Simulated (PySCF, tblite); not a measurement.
# C₅H₁₂OSSi₂: geometry, infrared bands and NMR shifts

What infrared bands and NMR shifts should C₅H₁₂OSSi₂ (`[SiH3]C/C=C/[Si@H]1OCCS1`) show?

The runs use tblite 0.8.0 and PySCF 2.14.0, with density-fitted response routines of our own; the level of theory stands in each step. All values are computed, except where a source is named. Atoms count from 0, in the outputs and in this text.

### Step 1. Starting geometry

21 atoms, charge 0, multiplicity 1; geometry from: force field or distance geometry start.

Bonds of the start (Å): Si0–C1 1.88, C1–C2 1.47, C2–C3 1.33, C3–Si4 1.81, Si4–O5 1.73, O5–C6 1.38, C6–C7 1.50, C7–S8 1.82, S8–Si4 2.16, Si0–H9 1.48, Si0–H10 1.46, Si0–H11 1.47, C1–H12 1.11, C1–H13 1.10, C2–H14 1.10, C3–H15 1.13, Si4–H16 1.47, C6–H17 1.13, C6–H18 1.10, C7–H19 1.10, C7–H20 1.10.

### Step 2. Optimising the geometry with GFN2-xTB

What the job is given:

```
{"job": {"kind": "relax", "xc": "GFN2-xTB", "basis": "xTB"}, "charge": 0, "multiplicity": 1}
Si     4.121700     0.103800     0.341000
C      2.619400    -1.011900     0.160000
C      1.465600    -0.318200    -0.422600
C      0.299900    -0.190000     0.214800
Si    -1.087400     0.674500    -0.563100
O     -2.380100    -0.347700    -1.073700
C     -3.236800    -0.503000    -0.009200
C     -3.805000     0.827200     0.394300
S     -2.300200     1.744500     0.867400
H      4.200600     0.584500     1.737100
H      5.314000    -0.663600     0.010700
H      4.043600     1.268700    -0.545200
H      2.359400    -1.376600     1.180700
H      2.929900    -1.850200    -0.482900
H      1.503000     0.139400    -1.418300
H      0.234400    -0.643000     1.243500
H     -0.621500     1.560000    -1.641600
H     -4.115700    -1.137600    -0.331200
H     -2.781900    -0.950900     0.891800
H     -4.245100     1.338800    -0.471300
H     -4.526800     0.768300     1.226800
```

Run with:

```sh
> OMP_NUM_THREADS=1 python probes_run.py task.json out
```

This one command runs all jobs of the session in turn.

**Question.** This job is followed by: GFN2-xTB harmonic vibrations, gas phase; GIAO PBE0/pcSseg-1 NMR shielding, non-relativistic, gas phase. What will the session give for the following? strongest single infrared mode (GFN2-xTB); zero-point energy (GFN2-xTB); ¹³C shifts against TMS (PBE0/pcSseg-1); ¹H shifts against TMS (PBE0/pcSseg-1, means over atoms taken as alike); ²⁹Si shifts against TMS (PBE0/pcSseg-1); ¹⁷O shifts against H2O (PBE0/pcSseg-1); ³³S shifts against CS2 (PBE0/pcSseg-1); surface potential, 1st and 99th percentile.

The runs gave:

| quantity | value |
| --- | --- |
| strongest single infrared mode (GFN2-xTB) | 786 cm⁻¹, 568 km/mol |
| zero-point energy (GFN2-xTB) | 96.2 kcal/mol |
| ¹³C shifts against TMS (PBE0/pcSseg-1) | 161.3, 131.0, 70.2, 37.5, 25.0 ppm |
| ¹H shifts against TMS (PBE0/pcSseg-1, means over atoms taken as alike) | 6.61, 5.98, 5.51, 4.41, 3.86, 3.83, 3.12, 2.77, 2.01, 1.99 ppm |
| ²⁹Si shifts against TMS (PBE0/pcSseg-1) | 10.2, -68.8 ppm |
| ¹⁷O shifts against H2O (PBE0/pcSseg-1) | 53.1 ppm |
| ³³S shifts against CS2 (PBE0/pcSseg-1) | -154 ppm |
| surface potential, 1st and 99th percentile | -1.27 V and 1.04 V |

**Reading.** Over 130 steps the energy fell by 0.589 eV; of the close pairs, Si4–O5 changed most, 1.725 to 1.633 Å. No mode is imaginary among the 57: a minimum at this level. GFN2-xTB is a fitted tight-binding method: band positions and strengths are rough. Its intensities can rank the bands wrongly. At PBE0/pcSseg-1: Shielding is most anisotropic at C2 (span 265 ppm, paramagnetic term -234 ppm). At PBE0/pcSseg-1, counted by nearest atom on the grid, the HOMO lies on S8 79 %, the LUMO on C2 29 %; C3 22 %.
